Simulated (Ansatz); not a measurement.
# FH₄NSSi: basis-set convergence

An exercise on one series of results from a longer session: the logs are not shown, and one member is left open.

Computed with Ansatz 0.2.0, Gaussian basis. Level: one geometry, several basis sets.

Plan: PBE0-D4/def2-SVP; ωB97M-V/def2-SVP; PBE0-D4/def2-QZVPP; ωB97M-V/def2-QZVPP; the functionals' def2-TZVPP values are taken from earlier runs.

### The geometry

An earlier PBE0-D4 in a triple-zeta def2 set relaxation fixed the geometry.

8 atoms, charge 0, spin multiplicity 1.

Atoms are counted from 1 here; the program's logs count them from 0.

Bond lengths: N1–Si2 1.688 Å, N1–H5 1.006 Å, N1–H6 1.006 Å, Si2–F3 1.602 Å, Si2–S4 2.122 Å, Si2–H7 1.477 Å, S4–H8 1.344 Å. Angles: Si2–N1–H5 122.0°, Si2–N1–H6 122.7°, H5–N1–H6 112.8°, N1–Si2–F3 115.9°, N1–Si2–S4 106.2°, N1–Si2–H7 108.1°, F3–Si2–S4 106.4°, F3–Si2–H7 105.1°, S4–Si2–H7 115.5°, Si2–S4–H8 93.8°.

The first run:

Contents of in.yaml:

```yaml
crystal:
  periodic: [false, false, false]
  atoms:
    - {symbol: N, position_ang: [-0.902111, 0.955918, 0.412186]}
    - {symbol: Si, position_ang: [0.375505, -0.130009, 0.216298]}
    - {symbol: F, position_ang: [1.704272, 0.467288, -0.448992]}
    - {symbol: S, position_ang: [-0.326787, -1.638034, -1.101140]}
    - {symbol: H, position_ang: [-0.992831, 1.530770, 1.232746]}
    - {symbol: H, position_ang: [-1.456570, 1.286806, -0.359432]}
    - {symbol: H, position_ang: [0.790455, -0.596246, 1.554503]}
    - {symbol: H, position_ang: [0.900267, -1.933492, -1.561969]}
basis:
  gaussian: {orbitals: def2-SVP}
hamiltonian: {xc: pbe0, dispersion: d4}
output: {orbitals: {seedname: orbitals}}
```

Among the steps run: PBE0-D4 in def2-SVP; ωB97M-V in def2-SVP; PBE0-D4 in def2-QZVPP; ωB97M-V in def2-QZVPP.

One of the session's tables, all rows but one given; the rest of the session is left out.

| functional | basis | HOMO (eV) | LUMO (eV) |
| --- | --- | --- | --- |
| PBE0-D4 | def2-SVP | -7.49 | 0.92 |
| PBE0-D4 | def2-TZVPP | -7.67 | 0.40 |
| PBE0-D4 | def2-QZVPP | -7.72 | 0.17 |
| ωB97M-V | def2-SVP | ? | ? |
| ωB97M-V | def2-TZVPP | -9.88 | 2.07 |
| ωB97M-V | def2-QZVPP | -9.93 | 1.58 |

Estimate the missing values for ωB97M-V, def2-SVP.

The run gave: HOMO (eV): -9.67; LUMO (eV): 2.84. In the column «HOMO (eV)» it lies between ωB97M-V, def2-TZVPP (-9.88) and PBE0-D4, def2-QZVPP (-7.72).
